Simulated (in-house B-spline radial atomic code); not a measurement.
**Tin: what a pseudopotential does to hybrids, RPA and G0W0**

A pseudopotential made with a local or semilocal functional is often used under other methods. How large is the error for tin?

Each job solves three atoms with an in-house B-spline radial code, non-relativistic and spherical, high spin: all electrons (AE), all electrons with the core left uncorrelated (FC), and the pseudo-atom (PS, semilocal channels for the l listed, the local potential above). Empty states run to l = 8; the Hartree-Fock start is not run with a model core. The AE exchange self-energy holds core-valence exchange, which PS lacks and its potential largely offsets, so that difference is no error by itself. The code writes a record and no log. All values are calculated.

## Step 1: Sn²⁺, LDA, core 1s 2s 2p 3s 3p 3d 4s, radii × 1.3

The input, settings:

```
Z = 50
electrons = 48.0
configuration = [Kr] 4d10 5s2
generated_in = [Kr] 4d10 5s2
functional = lda,vwn
core_shells = 7
radius_factor = 1.3
core_correction = False
ion_configuration = [Kr] 4d10 5s1
```

From the record: radii s 2.619, p 1.034, d 1.143, local 1.272 bohr. Reference levels, all-electron and pseudo (hartree): 4p -3.85312, -3.85312; 4d -1.64279, -1.64279; 5s -0.93612, -0.93612.

Levels in eV; differences are from AE. Left out are levels of quasi-particle weight under 0.75 (0.6 for the top and for empty ones), unbound levels and those not matched in AE and PS.

```
       start       level  mean field AE  PS − AE  G0W0 AE  FC − AE  PS − AE  exchange self-energy PS − AE
         LDA          5s         -25.47    -0.00   -29.79    -0.02    -1.53                         -0.86
         LDA  5p (empty)         -18.08    -0.11   -14.54    +0.02    +0.08                         +1.19
        PBE0          5s         -25.93    -0.50   -29.64    -0.02    -1.58                         -1.72
        PBE0  5p (empty)         -16.78    +0.11   -14.53    +0.02    +0.25                         +1.12
Hartree-Fock          5s         -27.65    -2.60   -29.42    -0.01    -1.61                         -4.60
Hartree-Fock          4d         -54.49    +1.99   -53.99    +0.12    +2.22                         +7.73
Hartree-Fock  5p (empty)         -13.46    +0.72   -14.46    +0.02    +0.75                         +1.10
```

```csv
start,"valence RPA correlation, FC (hartree)",PS (hartree),"RPA polarisability (no kernel), AE (bohr³)",PS (bohr³),"ionisation by RPA, AE (eV)",PS − AE (eV)
LDA,-1.1822,-1.2740,13.68,13.69,29.80,+1.45
PBE0,-1.1232,-1.2201,12.78,11.87,29.63,+1.54
Hartree-Fock,-0.9881,-1.0921,10.75,7.93,29.22,+1.71
```

Wall time 82 s (1 thread of Arm Neoverse N1, shared host).

## Step 2: Sn²⁺, LDA, core 1s 2s 2p 3s 3p 3d 4s, radii × 1.3, model core

Changes to settings since step 1:

```diff
@@ -7,3 +7,3 @@
 radius_factor = 1.3
-core_correction = False
+core_correction = True
 ion_configuration = [Kr] 4d10 5s1
```

From the record: radii s 2.619, p 1.034, d 1.143, local 1.272, model core 0.555 bohr. Reference levels, all-electron and pseudo (hartree): 4p -3.85312, -3.85312; 4d -1.64279, -1.64279; 5s -0.93612, -0.93612.

Levels in eV; differences are from AE. Left out are levels of quasi-particle weight under 0.75 (0.6 for the top and for empty ones), unbound levels and those not matched in AE and PS.

```
start       level  mean field AE  PS − AE  G0W0 AE  FC − AE  PS − AE  exchange self-energy PS − AE
  LDA          5s         -25.47    -0.00   -29.79    -0.02    -1.53                         -0.86
  LDA  5p (empty)         -18.08    -0.11   -14.54    +0.02    +0.08                         +1.19
 PBE0          5s         -25.93    -0.52   -29.64    -0.02    -1.60                         -1.74
 PBE0  5p (empty)         -16.78    +0.18   -14.53    +0.02    +0.31                         +1.14
```

| start | valence RPA correlation, FC (hartree) | PS (hartree) | RPA polarisability (no kernel), AE (bohr³) | PS (bohr³) | ionisation by RPA, AE (eV) | PS − AE (eV) |
| --- | --- | --- | --- | --- | --- | --- |
| LDA | -1.1822 | -1.2740 | 13.68 | 13.69 | 29.80 | +1.45 |
| PBE0 | -1.1232 | -1.2177 | 12.78 | 11.83 | 29.63 | +1.57 |

Wall time 73 s (1 thread of Arm Neoverse N1, shared host).

## Step 3: Sn²⁺, PBE, core 1s 2s 2p 3s 3p 3d 4s, radii × 1, model core, made in [Kr] 4d10 5s2 5p2

The input, settings:

```
Z = 50
electrons = 48.0
configuration = [Kr] 4d10 5s2
generated_in = [Kr] 4d10 5s2 5p2
functional = pbe,pbe
core_shells = 7
radius_factor = 1.0
core_correction = True
ion_configuration = [Kr] 4d10 5s1
```

From the record: radii s 2.119, p 0.795, d 0.879, local 0.994, model core 0.555 bohr. Reference levels, all-electron and pseudo (hartree): 4p -3.21750, -3.21762; 4d -1.00243, -1.00236; 5s -0.36052, -0.36053; 5p -0.13853, -0.14053.

Levels in eV; differences are from AE. Left out are levels of quasi-particle weight under 0.75 (0.6 for the top and for empty ones), unbound levels and those not matched in AE and PS.

```
start       level  mean field AE  PS − AE  G0W0 AE  FC − AE  PS − AE  exchange self-energy PS − AE
  PBE          5s         -25.05    -0.05   -29.73    -0.02    -1.30                         -0.24
  PBE  5p (empty)         -17.74    -0.14   -14.58    +0.02    +0.04                         +1.11
 PBE0          5s         -25.93    -0.51   -29.64    -0.02    -1.42                         -0.91
 PBE0          4d         -47.32    +0.45   -53.03    +0.11    +0.98                         +8.02
 PBE0  5p (empty)         -16.78    +0.09   -14.53    +0.02    +0.20                         +1.08
```

| start | valence RPA correlation, FC (hartree) | PS (hartree) | RPA polarisability (no kernel), AE (bohr³) | PS (bohr³) | ionisation by RPA, AE (eV) | PS − AE (eV) |
| --- | --- | --- | --- | --- | --- | --- |
| PBE | -1.1789 | -1.3403 | 14.02 | 14.01 | 29.80 | +1.30 |
| PBE0 | -1.1232 | -1.2824 | 12.78 | 11.97 | 29.63 | +1.40 |

It took 74 s on 1 thread of Arm Neoverse N1, shared host.

## Step 4: Sn²⁺, PBE, core 1s 2s 2p 3s 3p 3d 4s, radii × 1.15, made in [Kr] 4d10 5s2 5p2

Changes to settings since step 3:

```diff
@@ -6,4 +6,4 @@
 core_shells = 7
-radius_factor = 1.0
-core_correction = True
+radius_factor = 1.15
+core_correction = False
 ion_configuration = [Kr] 4d10 5s1
```

From the record: radii s 2.436, p 0.914, d 1.011, local 1.142 bohr. Reference levels, all-electron and pseudo (hartree): 4p -3.21750, -3.21743; 4d -1.00243, -1.00247; 5s -0.36052, -0.36052; 5p -0.13853, -0.14011.

Levels in eV; differences are from AE. Left out are levels of quasi-particle weight under 0.75 (0.6 for the top and for empty ones), unbound levels and those not matched in AE and PS.

| start | level | mean field AE | PS − AE | G0W0 AE | FC − AE | PS − AE | exchange self-energy PS − AE |
| --- | --- | --- | --- | --- | --- | --- | --- |
| PBE | 5s | -25.05 | -0.03 | -29.73 | -0.02 | -1.41 | -0.62 |
| PBE | 5p (empty) | -17.74 | -0.10 | -14.58 | +0.02 | +0.10 | +1.15 |
| PBE0 | 5s | -25.93 | -0.50 | -29.64 | -0.02 | -1.51 | -1.36 |
| PBE0 | 5p (empty) | -16.78 | +0.10 | -14.53 | +0.02 | +0.22 | +1.11 |
| Hartree-Fock | 5s | -27.65 | -2.45 | -29.42 | -0.01 | -1.53 | -3.89 |
| Hartree-Fock | 4d | -54.49 | +1.89 | -53.99 | +0.12 | +2.01 | +7.80 |
| Hartree-Fock | 5p (empty) | -13.46 | +0.65 | -14.46 | +0.02 | +0.67 | +1.06 |

```
       start  valence RPA correlation, FC (hartree)  PS (hartree)  RPA polarisability (no kernel), AE (bohr³)  PS (bohr³)  ionisation by RPA, AE (eV)  PS − AE (eV)
         PBE                                -1.1789       -1.3060                                       14.02       14.00                       29.80         +1.38
        PBE0                                -1.1232       -1.2522                                       12.78       11.92                       29.63         +1.48
Hartree-Fock                                -0.9881       -1.1199                                       10.75        8.12                       29.22         +1.62
```

It took 82 s on 1 thread of Arm Neoverse N1, shared host.

## Step 5: Sn²⁺, PBE, core 1s 2s 2p 3s 3p 3d 4s, radii × 1.15, model core, made in [Kr] 4d10 5s2 5p2

Changes to settings since step 4:

```diff
@@ -7,3 +7,3 @@
 radius_factor = 1.15
-core_correction = False
+core_correction = True
 ion_configuration = [Kr] 4d10 5s1
```

From the record: radii s 2.436, p 0.914, d 1.011, local 1.142, model core 0.555 bohr. Reference levels, all-electron and pseudo (hartree): 4p -3.21750, -3.21743; 4d -1.00243, -1.00247; 5s -0.36052, -0.36052; 5p -0.13853, -0.14011.

Levels in eV; differences are from AE. Left out are levels of quasi-particle weight under 0.75 (0.6 for the top and for empty ones), unbound levels and those not matched in AE and PS.

| start | level | mean field AE | PS − AE | G0W0 AE | FC − AE | PS − AE | exchange self-energy PS − AE |
| --- | --- | --- | --- | --- | --- | --- | --- |
| PBE | 5s | -25.05 | -0.04 | -29.73 | -0.02 | -1.41 | -0.62 |
| PBE | 5p (empty) | -17.74 | -0.11 | -14.58 | +0.02 | +0.09 | +1.15 |
| PBE0 | 5s | -25.93 | -0.52 | -29.64 | -0.02 | -1.52 | -1.36 |
| PBE0 | 5p (empty) | -16.78 | +0.14 | -14.53 | +0.02 | +0.26 | +1.12 |

```csv
start,"valence RPA correlation, FC (hartree)",PS (hartree),"RPA polarisability (no kernel), AE (bohr³)",PS (bohr³),"ionisation by RPA, AE (eV)",PS − AE (eV)
PBE,-1.1789,-1.3060,14.02,14.00,29.80,+1.39
PBE0,-1.1232,-1.2504,12.78,11.89,29.63,+1.50
```

It took 76 s on 1 thread of Arm Neoverse N1, shared host.

## Step 6: What the core costs

Of the filled levels shown, the one that moves most in G0W0 on the functional of the generation (eV):

| pseudo-atom | level | PS − AE | FC − AE | exchange self-energy PS − AE |
| --- | --- | --- | --- | --- |
| Sn²⁺, LDA, core 1s 2s 2p 3s 3p 3d 4s, radii × 1.3 | 5s | -1.53 | -0.02 | -0.86 |
| Sn²⁺, LDA, core 1s 2s 2p 3s 3p 3d 4s, radii × 1.3, model core | 5s | -1.53 | -0.02 | -0.86 |
| Sn²⁺, PBE, core 1s 2s 2p 3s 3p 3d 4s, radii × 1, model core, made in [Kr] 4d10 5s2 5p2 | 5s | -1.30 | -0.02 | -0.24 |
| Sn²⁺, PBE, core 1s 2s 2p 3s 3p 3d 4s, radii × 1.15, made in [Kr] 4d10 5s2 5p2 | 5s | -1.41 | -0.02 | -0.62 |
| Sn²⁺, PBE, core 1s 2s 2p 3s 3p 3d 4s, radii × 1.15, model core, made in [Kr] 4d10 5s2 5p2 | 5s | -1.41 | -0.02 | -0.62 |

For these levels the shift runs from 1.30 eV (Sn²⁺, PBE, core 1s 2s 2p 3s 3p 3d 4s, radii × 1, model core, made in [Kr] 4d10 5s2 5p2) to 1.53 eV (Sn²⁺, LDA, core 1s 2s 2p 3s 3p 3d 4s, radii × 1.3). On other starts it reaches +2.22 eV (4d, Hartree-Fock). Leaving the core uncorrelated explains little of it; the rest belongs to the pseudopotential itself, whose orbitals are smooth and whose core-valence exchange stays at the level of its own functional. Without relativity so heavy an atom is a model system. The radii follow a simple rule and aren't optimised.
